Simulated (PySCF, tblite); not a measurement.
# C13H10N2: excited states

Wanted: excited states for C13H10N2 (`[C-]#[N+]/C=C1/C=CC=C(n2cccc2)C=C1`).

Programs: tblite 0.8.0 and PySCF 2.14.0, with routines of our own; each step states its level. All values are computed. Atoms count from 0.

## 1. The system as given

25 atoms, charge 0, multiplicity 1; geometry from: force field or distance geometry start.

## 2. Optimising the geometry with GFN2-xTB

The job: settings as JSON, then the geometry in Å.

```
{"job": {"kind": "relax", "xc": "GFN2-xTB", "basis": "xTB"}, "charge": 0, "multiplicity": 1}
C      4.588300     2.265000     0.345500
N      4.225500     1.184800     0.420700
C      3.834100    -0.136100     0.553300
C      2.605200    -0.411600     0.119700
C      2.173400    -1.808400     0.260900
C      0.919700    -2.237300     0.320100
C     -0.330700    -1.456500     0.289700
C     -0.552700    -0.196300    -0.040200
N     -1.902900     0.275800     0.030800
C     -3.008300    -0.401600     0.411100
C     -4.133400     0.412100     0.345000
C     -3.690600     1.642100    -0.087000
C     -2.328900     1.523500    -0.261100
C      0.463600     0.741200    -0.491900
C      1.796600     0.670700    -0.420200
H      4.439600    -0.916900     0.974500
H      2.983500    -2.527300     0.294100
H      0.816000    -3.332200     0.414700
H     -1.167800    -2.052500     0.611200
H     -3.086100    -1.437300     0.734000
H     -5.154100     0.139300     0.598000
H     -4.277700     2.543900    -0.257600
H     -1.720500     2.383900    -0.606800
H      0.134000     1.642300    -0.945500
H      2.363500     1.513200    -0.825100
```

Command:

```bash
$ OMP_NUM_THREADS=1 python excited_run.py task.json out
```

This one command runs all jobs of the session in turn.

Log:

```text
step      E/eV     max force
  0   -1050.75153    4.242
  1   -1050.79034    7.609
  2   -1051.09824    1.217
  3   -1051.16078    0.773
  4   -1051.20730    0.535
  5   -1051.27885    0.374
  6   -1051.28800    0.230
  7   -1051.29855    0.252
  8   -1051.30732    0.210
  9   -1051.31545    0.190
 10   -1051.32146    0.174
 11   -1051.32476    0.141
 12   -1051.32733    0.123
 13   -1051.33016    0.111
 14   -1051.33310    0.103
 15   -1051.33542    0.122
 16   -1051.33734    0.116
 17   -1051.33907    0.116
 18   -1051.34043    0.083
 19   -1051.34144    0.079
 20   -1051.34240    0.094
 21   -1051.34361    0.080
 22   -1051.34499    0.086
 23   -1051.34614    0.066
 24   -1051.34692    0.058
 25   -1051.34752    0.057
 26   -1051.34811    0.053
 27   -1051.34862    0.047
 28   -1051.34902    0.046
 29   -1051.34938    0.040
 30   -1051.34974    0.041
 31   -1051.35007    0.036
 32   -1051.35031    0.031
 33   -1051.35052    0.036
 34   -1051.35078    0.045
 35   -1051.35112    0.044
 36   -1051.35153    0.050
 37   -1051.35197    0.048
 38   -1051.35242    0.045
 39   -1051.35291    0.057
 40   -1051.35347    0.068
 41   -1051.35408    0.062
 42   -1051.35477    0.047
 43   -1051.35550    0.064
 44   -1051.35634    0.071
 45   -1051.35731    0.085
 46   -1051.35858    0.081
 47   -1051.36026    0.098
 48   -1051.36245    0.126
 49   -1051.36493    0.145
 50   -1051.36777    0.260
 51   -1051.36927    0.191
 52   -1051.37276    0.151
 53   -1051.37545    0.175
 54   -1051.38091    0.132
 55   -1051.38331    0.143
 56   -1051.38843    0.140
 57   -1051.39208    0.134
 58   -1051.39591    0.115
 59   -1051.39677    0.141
 60   -1051.39945    0.123
 61   -1051.40108    0.085
 62   -1051.40481    0.082
 63   -1051.40728    0.097
 64   -1051.41031    0.136
 65   -1051.41259    0.132
 66   -1051.41474    0.099
 67   -1051.41679    0.094
 68   -1051.41863    0.104
 69   -1051.42058    0.099
 70   -1051.42248    0.112
 71   -1051.42418    0.105
 72   -1051.42618    0.083
 73   -1051.42787    0.077
 74   -1051.42915    0.070
 75   -1051.43025    0.080
 76   -1051.43138    0.111
 77   -1051.43258    0.117
 78   -1051.43381    0.085
 79   -1051.43504    0.068
 80   -1051.43618    0.078
 81   -1051.43706    0.077
 82   -1051.43767    0.048
 83   -1051.43817    0.048
 84   -1051.43873    0.058
 85   -1051.43930    0.049
 86   -1051.43982    0.047
 87   -1051.44025    0.044
 88   -1051.44064    0.044
 89   -1051.44099    0.064
 90   -1051.44130    0.039
 91   -1051.44159    0.036
 92   -1051.44188    0.032
 93   -1051.44214    0.036
 94   -1051.44230    0.030
 95   -1051.44241    0.023
 96   -1051.44253    0.027
 97   -1051.44273    0.054
 98   -1051.44302    0.070
 99   -1051.44332    0.061
100   -1051.44357    0.031
101   -1051.44379    0.030
102   -1051.44404    0.054
103   -1051.44430    0.053
104   -1051.44453    0.039
105   -1051.44470    0.029
106   -1051.44483    0.024
107   -1051.44494    0.049
108   -1051.44503    0.024
109   -1051.44512    0.027
110   -1051.44525    0.031
111   -1051.44543    0.040
112   -1051.44564    0.039
113   -1051.44585    0.039
114   -1051.44603    0.034
115   -1051.44618    0.024
116   -1051.44631    0.036
117   -1051.44644    0.026
118   -1051.44658    0.030
119   -1051.44678    0.038
120   -1051.44711    0.051
121   -1051.44756    0.069
122   -1051.44803    0.050
123   -1051.44842    0.044
124   -1051.44878    0.041
125   -1051.44920    0.062
126   -1051.44967    0.070
127   -1051.45005    0.037
128   -1051.45028    0.034
129   -1051.45045    0.039
130   -1051.45069    0.043
131   -1051.45106    0.042
132   -1051.45151    0.046
133   -1051.45194    0.039
134   -1051.45235    0.036
135   -1051.45273    0.049
136   -1051.45315    0.045
137   -1051.45347    0.045
138   -1051.45375    0.033
139   -1051.45400    0.038
140   -1051.45437    0.037
141   -1051.45466    0.038
142   -1051.45494    0.033
143   -1051.45513    0.040
144   -1051.45532    0.033
145   -1051.45558    0.036
146   -1051.45591    0.032
147   -1051.45620    0.030
148   -1051.45644    0.033
149   -1051.45665    0.031
150   -1051.45687    0.036
151   -1051.45707    0.033
152   -1051.45724    0.029
153   -1051.45739    0.028
154   -1051.45754    0.023
155   -1051.45768    0.019
156   -1051.45777    0.019
157   -1051.45787    0.021
158   -1051.45798    0.021
159   -1051.45810    0.018
160   -1051.45818    0.014
161   -1051.45823    0.015
162   -1051.45829    0.016
163   -1051.45836    0.016
164   -1051.45844    0.019
165   -1051.45850    0.015
166   -1051.45854    0.015
167   -1051.45859    0.015
168   -1051.45864    0.018
169   -1051.45871    0.019
170   -1051.45878    0.021
171   -1051.45885    0.021
172   -1051.45893    0.019
173   -1051.45899    0.017
174   -1051.45905    0.016
175   -1051.45910    0.016
176   -1051.45916    0.016
177   -1051.45921    0.015
178   -1051.45925    0.013
179   -1051.45928    0.010
```

Wall time 2.3 s (1 thread of Arm Neoverse V1, shared host); peak memory 0.18 GiB.

Relaxation path: (not every step is listed)

```
step  energy from step 0 (eV)  largest force (eV/Å)
   0                   0.0000                4.2424
   1                  -0.0388                7.6092
   2                  -0.3467                1.2174
   3                  -0.4092                0.7729
   4                  -0.4558                0.5347
   5                  -0.5273                0.3739
   6                  -0.5365                0.2298
   7                  -0.5470                0.2524
   8                  -0.5558                0.2096
  24                  -0.5954                0.0584
  40                  -0.6019                0.0677
  56                  -0.6369                0.1402
  72                  -0.6746                0.0830
  88                  -0.6891                0.0439
 104                  -0.6930                0.0389
 120                  -0.6956                0.0506
 136                  -0.7016                0.0454
 152                  -0.7057                0.0289
 168                  -0.7071                0.0181
 174                  -0.7075                0.0164
 175                  -0.7076                0.0159
 176                  -0.7076                0.0161
 177                  -0.7077                0.0151
 178                  -0.7077                0.0130
 179                  -0.7078                0.0099
```

Close pairs (by a distance rule), those that changed most:

```
   bond  before (Å)  after (Å)  change (Å)
  C5–C6       1.474      1.426      -0.048
  N1–C2       1.384      1.344      -0.040
  C6–C7       1.321      1.359      +0.038
C12–H22       1.109      1.072      -0.037
C10–C11       1.377      1.413      +0.037
  C7–N8       1.432      1.398      -0.034
  C2–C3       1.332      1.363      +0.031
  C0–N1       1.142      1.171      +0.029
```

The end geometry stands in the next job.

## 3. Infrared spectrum with GFN2-xTB

The job: settings as JSON, then the geometry in Å.

```
{"job": {"kind": "ir", "xc": "GFN2-xTB", "basis": "xTB"}, "charge": 0, "multiplicity": 1}
C      5.032062     2.032559    -0.437637
N      4.509758     1.027860    -0.137719
C      3.930045    -0.133778     0.210744
C      2.586135    -0.357389     0.166799
C      2.111523    -1.661469     0.563867
C      0.850568    -2.113395     0.722097
C     -0.392816    -1.430030     0.578765
C     -0.620261    -0.171898     0.116752
N     -1.940924     0.282157     0.045933
C     -3.038295    -0.474413    -0.264663
C     -4.146106     0.318352    -0.213451
C     -3.716612     1.611189     0.163030
C     -2.361584     1.559334     0.303469
C      0.371362     0.764945    -0.353636
C      1.712242     0.684737    -0.328372
H      4.619175    -0.895310     0.552111
H      2.906253    -2.370286     0.766861
H      0.748549    -3.143278     1.042129
H     -1.260400    -1.998577     0.887157
H     -2.943538    -1.503973    -0.547645
H     -5.153022     0.017171    -0.423714
H     -4.337896     2.472539     0.308623
H     -1.675898     2.321499     0.616558
H     -0.048412     1.655791    -0.803192
H      2.247159     1.529808    -0.747037
```

Log:

```text
mode    cm-1     km/mol
  1      23.0      1.11
  2      78.4      1.71
  3      86.8      3.00
  4     105.2      1.87
  5     133.9      1.23
  6     151.9      2.13
  7     225.5      0.75
  8     265.8      1.14
  9     284.7      1.82
 10     304.9      2.01
 11     358.0      2.54
 12     388.2      1.60
 13     429.4      0.58
 14     443.5      2.17
 15     506.6      2.72
 16     522.6      7.44
 17     559.4      9.59
 18     578.6      4.79
 19     587.4      0.38
 20     635.2      2.55
 21     750.7      3.27
 22     757.4      2.75
 23     766.9      4.34
 24     778.3     35.87
 25     791.8     21.92
 26     821.9      2.50
 27     828.8      2.65
 28     836.0      2.18
 29     839.3      6.41
 30     843.2      3.40
 31     845.1      2.76
 32     879.2      2.84
 33     927.8      4.15
 34     932.1      2.73
 35     950.4      0.68
 36    1023.5     19.43
 37    1070.4      9.51
 38    1087.5      4.61
 39    1094.0     34.18
 40    1122.8      1.40
 41    1139.5      2.00
 42    1203.4      2.58
 43    1214.2      1.35
 44    1264.4     26.23
 45    1287.4      4.93
 46    1321.4      2.06
 47    1332.1    170.27
 48    1346.8      0.42
 49    1365.9      4.06
 50    1401.2      2.99
 51    1422.5      1.60
 52    1434.6      1.25
 53    1473.5    344.56
 54    1550.4     93.85
 55    1556.8    101.23
 56    1567.6    307.96
 57    1605.3      0.92
 58    1650.3     11.71
 59    2163.7     10.78
 60    3038.9      4.36
 61    3047.4      3.47
 62    3050.0      9.81
 63    3055.2     51.22
 64    3066.4     24.56
 65    3071.4     22.53
 66    3159.9      0.22
 67    3163.1     12.16
 68    3171.7     45.40
 69    3179.6     32.94
```

Wall time 1.8 s (1 thread of Arm Neoverse V1, shared host); peak memory 0.18 GiB.

The strongest bands and the atoms that carry them (share of the mass-weighted mode):

```
cm⁻¹  km/mol                                   atoms
 778    35.9                      H22 43 %, H19 23 %
1332   170.3    N8 24 %, C10 19 %, C11 18 %, C7 13 %
1474   344.6              C9 25 %, C12 24 %, N8 22 %
1550    93.8                        C3 44 %, C2 42 %
1557   101.2   C10 19 %, C11 16 %, C9 15 %, C12 14 %
1568   308.0               C6 24 %, C7 23 %, C5 11 %
3055    51.2            H17 55 %, H16 21 %, H18 12 %
3172    45.4  H22 30 %, H19 21 %, H21 20 %, H20 20 %
```

## 4. Excited states: TDA PBE0/def2-SVP

The job, as its differences from that of step 3:

```diff
@@ -1,2 +1,2 @@
-{"job": {"kind": "ir", "xc": "GFN2-xTB", "basis": "xTB"}, "charge": 0, "multiplicity": 1}
+{"job": {"kind": "states", "xc": "PBE0", "basis": "def2-SVP", "tda": true, "soc": true, "nstates": 6, "ntriplets": 6, "nquad": 4}, "charge": 0, "multiplicity": 1}
 C      5.032062     2.032559    -0.437637
```

Level: TDA PBE0/def2-SVP excited states, vertical, gas phase, spin-orbit mean-field couplings.

Log:

```text
coarse grid: 22448 points
cycle   1  E = -609.4782003836  dE =  2.998e+00  |g| = 5.008e-01  |ddm| = 6.261e+00
cycle   2  E = -609.4029243766  dE =  7.528e-02  |g| = 7.569e-01  |ddm| = 1.482e+00
cycle   3  E = -609.5405567381  dE = -1.376e-01  |g| = 1.525e-01  |ddm| = 9.875e-01
cycle   4  E = -609.5460518717  dE = -5.495e-03  |g| = 5.268e-02  |ddm| = 2.332e-01
cycle   5  E = -609.5466481379  dE = -5.963e-04  |g| = 2.509e-02  |ddm| = 8.978e-02
cycle   6  E = -609.5468196858  dE = -1.715e-04  |g| = 8.463e-03  |ddm| = 3.869e-02
cycle   7  E = -609.5468368464  dE = -1.716e-05  |g| = 2.729e-03  |ddm| = 1.080e-02
cycle   8  E = -609.5468385352  dE = -1.689e-06  |g| = 6.633e-04  |ddm| = 2.900e-03
final grid: 221408 points
cycle   9  E = -609.6330729221  dE = -6.178e-05  |g| = 8.204e-03  |ddm| = 6.842e-02
cycle  10  E = -609.6330711802  dE =  1.742e-06  |g| = 8.852e-03  |ddm| = 2.093e-02
cycle  11  E = -609.6330904645  dE = -1.928e-05  |g| = 2.377e-03  |ddm| = 1.195e-02
cycle  12  E = -609.6330919516  dE = -1.487e-06  |g| = 6.006e-04  |ddm| = 3.380e-03
cycle  13  E = -609.6330920368  dE = -8.513e-08  |g| = 2.166e-04  |ddm| = 8.611e-04
cycle  14  E = -609.6330920477  dE = -1.090e-08  |g| = 7.049e-05  |ddm| = 2.783e-04
cycle  15  E = -609.6330920488  dE = -1.148e-09  |g| = 2.458e-05  |ddm| = 1.040e-04
cycle  16  E = -609.6330920490  dE = -1.457e-10  |g| = 7.898e-06  |ddm| = 3.416e-05
converged SCF energy = -609.6330920490

Singlet excitations
state   eV       nm        f     d(h-e)  d(exc)  Lambda  PR(NTO)  |dmu|/D   mu/D   main configurations
  1   2.6458   468.6   0.03608   1.631   3.831   0.660   1.016    3.670    2.954   H->L 0.95
  2   3.2550   380.9   0.00097   3.730   4.609   0.253   1.002   12.391   14.656   H-1->L 0.99
  3   4.0532   305.9   0.06111   4.938   5.986   0.228   1.054   14.882   17.468   H-1->L+1 0.87, H->L+1 0.09
  4   4.0763   304.2   0.46467   2.382   4.763   0.675   1.251    6.472    9.785   H->L+1 0.64, H-1->L+1 0.12, H-2->L+1 0.10
  5   4.2550   291.4   0.47656   2.882   4.508   0.515   1.172                     H-2->L 0.89
  6   5.1038   242.9   0.13053   3.131   5.388   0.547   1.167                     H-2->L+1 0.84

Triplet excitations (Tamm-Dancoff)
state   eV     d(h-e)  d(exc)  Lambda  PR(NTO)   main configurations
  1   1.6942   0.847   3.504   0.664   1.039   H->L 0.96
  2   2.1525   0.135   3.544   0.789   1.051   H->L+1 0.93
  3   3.0221   3.132   4.318   0.279   1.012   H-1->L 0.93
  4   3.6068   1.827   3.966   0.511   1.092   H-2->L 0.89
  5   3.9599   4.786   5.813   0.196   1.008   H-1->L+1 0.90
  6   4.2633   0.285   3.107   0.756   1.332   H-4->L 0.81
S1 - T1 = 0.9517 eV

Spin-orbit couplings |<S|Hso|T>| (cm-1)
             T1       T2       T3       T4       T5       T6
S0        0.692    0.307    1.033    1.284    1.003    0.551
S1        0.011    0.216    0.421    0.566    0.099    0.232
S2        0.586    0.054    0.301    0.384    0.466    0.336
S3        0.245    0.460    0.144    0.058    0.254    0.090
S4        0.531    0.167    0.121    0.129    0.578    0.151
S5        0.766    0.140    0.227    0.450    0.083    0.223
S6        0.313    0.708    0.095    0.395    0.259    0.216
T1 sublevels (cm-1): 0.000 0.000 0.000   radiative rates (1/s): 0.00236 0.00905 0.00304
```

It took 1.8 min on 1 thread of Arm Neoverse V1, shared host; peak memory 1.2 GiB.

From this job:

```
  quantity    value
S1 less T1  0.95 eV
```

## 5. Outcome

```
                                 quantity                  value
strongest single infrared mode (GFN2-xTB)  1474 cm⁻¹, 345 km/mol
             zero-point energy (GFN2-xTB)         118.5 kcal/mol
   S1 less T1 (step 4, TDA PBE0/def2-SVP)                0.95 eV
```

What this shows: No mode is imaginary among the 69: a minimum at this level. The strongest single mode, at 1474 cm⁻¹, has its largest shares on C9, C12 and N8 (the list is cut at 3 atoms). GFN2-xTB is a fitted tight-binding method: band positions and strengths are rough. Its intensities can rank the bands wrongly. In step 4, the number of triplets below S1 is 2, and the largest singlet-triplet spin-orbit coupling is S0–T4, 1.28 cm⁻¹.
